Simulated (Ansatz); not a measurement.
# F2H3N2Nb: one species, many methods

The task here is to estimate one member of a computed series from the others.

Method: functionals in def2-TZVPP, the program's frozen cores in correlated methods; program: Ansatz 0.2.0, Gaussian basis.

The runs, in order: LDA (SPW92), PBE-D4, revPBE-D4, BLYP-D4, r2SCAN-D4, B97M-V, PBE0-D4, B3LYP-D4, r2SCANh-D4, r2SCAN0-D4, HSE06-D4, BHLYP-D4, CAM-B3LYP-D4, LC-ωPBE, ωB97X-V, ωB97M-V, B2PLYP, PBE-QIDH; CCSD(T)/def2-SVP; CCSD(T)/def2-TZVPP; MP2/def2-QZVPP; extrapolation to the limit; RPA on PBE.

## The geometry

An earlier PBE0-D4 in a triple-zeta def2 set relaxation fixed the geometry. Nb takes the def2 core potential; no spin-orbit term is included.

8 atoms, charge 0, spin multiplicity 1.

Atoms are counted from 1 here; the program's logs count them from 0.

Bond lengths: N1–Nb2 1.739 Å, N1–H6 1.009 Å, Nb2–N3 1.954 Å, Nb2–F4 1.882 Å, Nb2–F5 1.882 Å, N3–H7 1.008 Å, N3–H8 1.012 Å. Angles: Nb2–N1–H6 172.1°, N1–Nb2–N3 103.0°, N1–Nb2–F4 110.8°, N1–Nb2–F5 110.8°, N3–Nb2–F4 110.8°, N3–Nb2–F5 110.8°, F4–Nb2–F5 110.4°, Nb2–N3–H7 126.6°, Nb2–N3–H8 122.7°, H7–N3–H8 110.7°.

The first run:

Input file in.yaml:

```yaml
crystal:
  periodic: [false, false, false]
  atoms:
    - {symbol: N, position_ang: [-0.976100, 1.226921, 0.533370]}
    - {symbol: Nb, position_ang: [-0.048213, 0.279358, -0.590914]}
    - {symbol: N, position_ang: [0.676651, -1.147627, 0.529660]}
    - {symbol: F, position_ang: [-1.152010, -0.428077, -1.941634]}
    - {symbol: F, position_ang: [1.338160, 1.304289, -1.346399]}
    - {symbol: H, position_ang: [-1.545094, 1.857902, 1.076817]}
    - {symbol: H, position_ang: [0.525752, -1.270383, 1.518448]}
    - {symbol: H, position_ang: [1.272954, -1.879583, 0.165052]}
basis:
  gaussian: {orbitals: def2-TZVPP}
hamiltonian: {xc: lda}
output: {orbitals: {seedname: orbitals}}
```

Launch:

```
$ ansatz run in.yaml --threads 4 --pin off --events-out ev --progress --plain --max-ram 10444MiB
```

Steps of the session up to this table: LDA; PBE-D4 (GGA); revPBE-D4 (GGA); BLYP-D4 (GGA); r2SCAN-D4 (meta-GGA); B97M-V (meta-GGA); B3LYP-D4 (hybrid); r2SCANh-D4 (hybrid); r2SCAN0-D4 (hybrid); HSE06-D4 (hybrid); BHLYP-D4 (hybrid); CAM-B3LYP-D4 (range-separated); LC-ωPBE (range-separated); ωB97X-V (range-separated); ωB97M-V (range-separated); B2PLYP (double hybrid); PBE-QIDH (double hybrid).

One table of the session follows, with a row left open; its other results are not shown here.

It belongs to the step «Orbital energies across the functionals». 

```
  functional  HOMO (eV)  gap (eV)
 LDA (SPW92)      -7.00      4.73
      PBE-D4      -6.77      4.75
   revPBE-D4      -6.68      4.77
     BLYP-D4      -6.65      4.71
   r2SCAN-D4      -7.07      5.18
      B97M-V      -7.10      5.23
     PBE0-D4      -8.21      7.04
    B3LYP-D4          ?         ?
  r2SCANh-D4      -7.62      6.04
  r2SCAN0-D4      -8.43      7.33
    HSE06-D4      -7.80      6.25
    BHLYP-D4      -9.53      9.28
CAM-B3LYP-D4      -9.64      9.55
     LC-ωPBE     -11.02     12.15
     ωB97X-V     -10.64     11.66
     ωB97M-V     -10.56     11.28
```

Q: Estimate the row for B3LYP-D4 from the others.

Worked estimate for «HOMO (eV)». Against the share of exact exchange, BLYP-D4 (0, -6.65), BHLYP-D4 (0.5, -9.53) give a slope of -5.76 per unit share; at 0.2 the line stands at -7.80.

**Answer.** HOMO (eV): -7.96; gap (eV): 6.53. In «HOMO (eV)» the line misses by +0.16.
